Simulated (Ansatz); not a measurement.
# GaH5OS: the cost of one run

Method: RKS B3LYP/def2-SVP, in Ansatz 0.2.0.

### 1 The structure to begin with

Bond lengths: Ga1–O2 2.140 Å, O2–H3 1.010 Å, Ga1–H4 1.570 Å, Ga1–H5 1.570 Å, Ga1–S6 2.570 Å, S6–H7 1.400 Å. Angles: Ga1–O2–H3 109.5°, O2–Ga1–H4 120.0°, O2–Ga1–H5 120.0°, O2–Ga1–S6 71.6°, H4–Ga1–H5 120.0°, H4–Ga1–S6 96.8°, H5–Ga1–S6 101.3°, Ga1–S6–H7 109.5°.

Coordinates:

```xyz
8

Ga    0.0000    0.0000    0.0000
O     0.0000    0.0000    2.1400
H    -0.9095   -0.2814    2.4771
H     1.3596    0.0000   -0.7850
H    -1.3596    0.0000   -0.7850
S     0.1152    2.4362    0.8104
H     0.6677    2.4753    2.0961
H     0.0598    1.2648    1.9608
```

### 2 A restrained relaxation towards end A

Springs on the bonds that form and break draw the guess towards this end; the thresholds are loose.

File input.yaml:

```yaml
crystal:
  periodic: [false, false, false]
  atoms:
    - { symbol: Ga, position_ang: [0.0, 0.0, 0.0] }
    - { symbol: O, position_ang: [0.0, 0.0, 2.14] }
    - { symbol: H, position_ang: [-0.9095, -0.2814, 2.4771] }
    - { symbol: H, position_ang: [1.3596, 0.0, -0.785] }
    - { symbol: H, position_ang: [-1.3596, 0.0, -0.785] }
    - { symbol: S, position_ang: [0.1152, 2.4362, 0.8104] }
    - { symbol: H, position_ang: [0.6677, 2.4753, 2.0961] }
    - { symbol: H, position_ang: [0.0598, 1.2648, 1.9608] }
basis:
  gaussian: { orbitals: def2-SVP }
hamiltonian:
  xc: b3lyp
relax:
  f_tol: 0.15
  max_steps: 25
  restrain:
    - { distance: [0, 5], at: 3.47, k: 30.0 }
    - { distance: [7, 1], at: 2.21, k: 30.0 }
    - { distance: [0, 1], at: 1.79, k: 30.0 }
    - { distance: [7, 5], at: 1.4, k: 30.0 }
```

Run with:

```sh
$ ansatz run input.yaml --threads 2 --pin off --max-ram 3072MiB --backend cpu --events-out ev --progress --plain --runs-dir out
```

What time and memory should one allow on 2 threads of Arm Neoverse V1, shared host?

About 22 s, with a peak of 0.19 GiB.
